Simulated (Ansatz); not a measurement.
# H: the cost of one run

All numbers below are computed with Ansatz 0.2.0 (DFT r2SCAN+D3(BJ), plane waves, PAW, scalar-relativistic, no spin polarisation).

### Step 1. The system as given

The cell holds 12 atoms (H12): a = 5.646 Å, b = 5.646 Å, c = 5.646 Å, α = 90.00°, β = 90.00°, γ = 90.00°.

Coordinates:

```xyz
12
Lattice="5.6462 0.0000 0.0000 0.0000 5.6462 0.0000 0.0000 0.0000 5.6462" Properties=species:S:1:pos:R:3 pbc="T T T"
H     2.7744    5.0916    5.6305
H     2.2453    4.6893    5.3117
H     3.1467    2.5028    3.4164
H     3.1297    2.5224    2.6797
H     5.5339    0.1729    3.4493
H     5.1202    0.0722    4.0511
H     4.5126    2.8671    4.6443
H     4.9276    3.0560    4.0651
H     1.3774    2.8177    4.5382
H     1.3707    2.7494    3.8042
H     5.7314    5.6036    1.5745
H     5.3542    5.5521    0.9433
```

### Step 2. Preparing the start

Contents of input.yaml:

```yaml
accuracy: low
crystal:
  lattice:
    - [5.646216, 0.0, 0.0]
    - [0.0, 5.646216, 0.0]
    - [0.0, 0.0, 5.646216]
  atoms:
    - { symbol: H, position: [0.4913791, 0.9017678, 0.99721] }
    - { symbol: H, position: [0.3976692, 0.8305202, 0.9407481] }
    - { symbol: H, position: [0.5573195, 0.4432619, 0.6050755] }
    - { symbol: H, position: [0.5543083, 0.4467348, 0.4745971] }
    - { symbol: H, position: [0.9801025, 0.0306182, 0.6109133] }
    - { symbol: H, position: [0.9068394, 0.0127818, 0.7174971] }
    - { symbol: H, position: [0.799217, 0.5077856, 0.8225469] }
    - { symbol: H, position: [0.8727232, 0.5412442, 0.7199648] }
    - { symbol: H, position: [0.2439443, 0.4990393, 0.8037512] }
    - { symbol: H, position: [0.2427667, 0.4869521, 0.6737579] }
    - { symbol: H, position: [1.015095, 0.9924453, 0.2788645] }
    - { symbol: H, position: [0.9482799, 0.9833254, 0.1670687] }
basis:
  ecutwfc: 500.0
kpoints:
  mp_grid: { grid: [1, 1, 1] }
hamiltonian:
  xc: r2scan
  dispersion: d3bj
scf:
  occupations: { method: fermi_dirac, width: 0.02 }
  lower_state_search: "off"
relax:
  f_tol: 0.3
  max_steps: 15
  adjacent_minimum: "off"
```

Run with:

```sh
> ansatz run input.yaml --threads 1 --pin off --max-ram 3072MiB --backend cpu --events-out ev --progress --plain --runs-dir out
```

**Question.** How long does this run take on 1 thread of Arm Neoverse V1, shared host, and how much memory does it need?

About 21 s, with a peak of 0.3 GiB.
